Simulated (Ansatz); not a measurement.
# SiH2SF2 (SMILES F[SiH](F)S): CCSDT(Q)/B/MINI

What is the vertical electron affinity of SiH2SF2 at CCSDT(Q)/B/MINI? 

Program for the calculation: Ansatz 0.2.0.

4 further runs of the same task are left out: 2 that didn't finish, 2 set aside as unsound or not needed.

## 1. The system as given

SiH2SF2: 6 atoms, total charge 0, spin state singlet. As SMILES, `F[SiH](F)S`. The coordinates come from a PBE0-D4/def2-TZVP relaxation. This is one conformer, not always the lowest.

Bond lengths: F1–Si2 1.585 Å, Si2–F3 1.585 Å, Si2–S4 2.104 Å, Si2–H5 1.470 Å, S4–H6 1.346 Å. Angles: F1–Si2–F3 105.3°, F1–Si2–S4 111.3°, F3–Si2–S4 111.3°, F1–Si2–H5 109.7°, F3–Si2–H5 109.7°, S4–Si2–H5 109.4°, Si2–S4–H6 93.3°.

## 2. The energy at CCSDT(Q)/B/MINI

The input, in.yaml:

```yaml
basis:
  gaussian: {orbitals: MINI.json}
crystal:
  periodic: [false, false, false]
  atoms:
    - symbol: F
      position_ang: [-0.390100, -1.503700, 0.703600]
    - symbol: Si
      position_ang: [0.413300, -0.308900, 0.041100]
    - symbol: F
      position_ang: [0.491500, -0.663200, -1.501700]
    - symbol: S
      position_ang: [-0.555100, 1.532600, 0.355800]
    - symbol: H
      position_ang: [1.769100, -0.249400, 0.605800]
    - symbol: H
      position_ang: [-1.686500, 1.128700, -0.250700]
hamiltonian: {pseudopotentials: {relativity: none}}
correlation: {method: ccsdt_q_b}
```

The basis set MINI is read from a file made from the Basis Set Exchange's data (not shown).

Run with:

```console
$ ansatz run in.yaml --threads 1 --pin off --max-ram 2610MiB --events-out events.jsonl --progress --plain --runs-dir runs
```

Standard output (excerpt; [...] marks lines left out):

```text
Warning: RAYON_NUM_THREADS=1 ignored (pool sized by the plan → 1); use --threads N
Functional definition: HF
  name "HF"
[...]
585 factors; integrals over basis functions are off by at most 3.0e-8 eV
[...]
mean field -23992.08733823 eV, -881.6929472589 hartree, gradient 5.1e-7 eV, S^2 0.000000; 0 other end points of the search recorded, 0 dependent functions left out
12 core orbitals not correlated: weight in the atoms' cores, before any rotation towards them, 1.000 or more for the frozen orbitals, at most 0.000 for the correlated occupied ones
reference -23992.08733823 eV, -881.6929472589 hartree; 13, 13 occupied and 5, 5 virtual orbitals, 585 factors
second order -1.97952339 eV of doubles, -0.00000000 eV of singles
cycle   1  -2.18614082 eV  change   -2.1e-1 eV  update   8.5e-2
[...]
cycle  12  -2.55303865 eV  change    1.7e-6 eV  update   1.6e-6
perturbative correction -0.00378986 eV, -0.0001392748 hartree
Total energy: -23994.64416674 eV, -881.7869089737 hartree
```

It took 0.95 s on 1 thread of Arm Neoverse V1, shared host.

## 3. The doublet anion at the same level

Edit in.yaml of step 2 so:

```diff
@@ -1,3 +1 @@
-basis:
-  gaussian: {orbitals: MINI.json}
 crystal:
@@ -17,2 +15,6 @@
       position_ang: [-1.686500, 1.128700, -0.250700]
+basis:
+  gaussian: {orbitals: MINI.json}
+total_charge: -1
+magnetization: {spin_polarized: true, initial_magnetization: 1}
 hamiltonian: {pseudopotentials: {relativity: none}}
```

The basis set MINI is read from a file made from the Basis Set Exchange's data (not shown).

Run with:

```console
$ ansatz run in.yaml --threads 1 --pin off --max-ram 2610MiB --events-out events.jsonl --progress --plain --runs-dir runs
```

Standard output (excerpt; [...] marks lines left out):

```text
Warning: RAYON_NUM_THREADS=1 ignored (pool sized by the plan → 1); use --threads N
[... 2 set-up lines as earlier in the session ...]
[...]
586 factors; integrals over basis functions are off by at most 3.0e-8 eV
[...]
mean field -23988.23304772 eV, -881.5513046955 hartree, gradient 1.2e-6 eV, S^2 0.752390; 7 other end points of the search recorded, 0 dependent functions left out
determinant -23988.23304772 eV, -881.5513046955 hartree, with singles and doubles -23990.24450583 eV, -881.6252244175 hartree
determinant -23986.71733966 eV, -881.4956034514 hartree, with singles and doubles -23988.83286510 eV, -881.5733475776 hartree
determinant -23986.56343270 eV, -881.4899474750 hartree, with singles and doubles -23988.76180639 eV, -881.5707362182 hartree
determinant -23984.77827781 eV, -881.4243442428 hartree, with singles and doubles -23987.36536931 eV, -881.5194181021 hartree
12 core orbitals not correlated: weight in the atoms' cores, before any rotation towards them, 1.000 or more for the frozen orbitals, at most 0.000 for the correlated occupied ones
reference -23988.23304772 eV, -881.5513046955 hartree; 14, 13 occupied and 4, 5 virtual orbitals, 586 factors
second order -1.60896236 eV of doubles, -0.00000000 eV of singles
cycle   1  -1.81376694 eV  change   -2.0e-1 eV  update   7.5e-2
[...]
cycle  19  -2.12637434 eV  change    9.9e-7 eV  update   2.5e-6
perturbative correction -0.00313750 eV, -0.0001153009 hartree
Total energy: -23990.36255957 eV, -881.6295628123 hartree
```

Wall time 6.3 s (1 thread of Arm Neoverse V1, shared host); peak memory 0.25 GiB.

## 4. Summary of results

At CCSDT(Q)/B/MINI, 12 core orbitals frozen:

| quantity | value |
| --- | --- |
| singlet SiH2SF2: total energy | -881.78691 Eh |
| singlet SiH2SF2: correlation energy (12 core orbitals frozen) | -94.0 mEh |
| singlet SiH2SF2: T1 diagnostic | 0.011 |
| doublet anion: total energy | -881.62956 Eh |
| doublet anion: correlation energy (12 core orbitals frozen) | -78.3 mEh |
| doublet anion: ⟨S²⟩ of the reference determinant | 0.752 |
| doublet anion: T1 diagnostic | 0.012 |
| vertical electron affinity (to the doublet anion) | -4.282 eV |

**Reading.** The anion lies 4.28 eV (413 kJ/mol) above the neutral: the electron isn't bound at this level, and such a value depends on the basis. Without diffuse functions anions come out too high. In a minimal basis such a difference can be off by several eV, whatever the method.
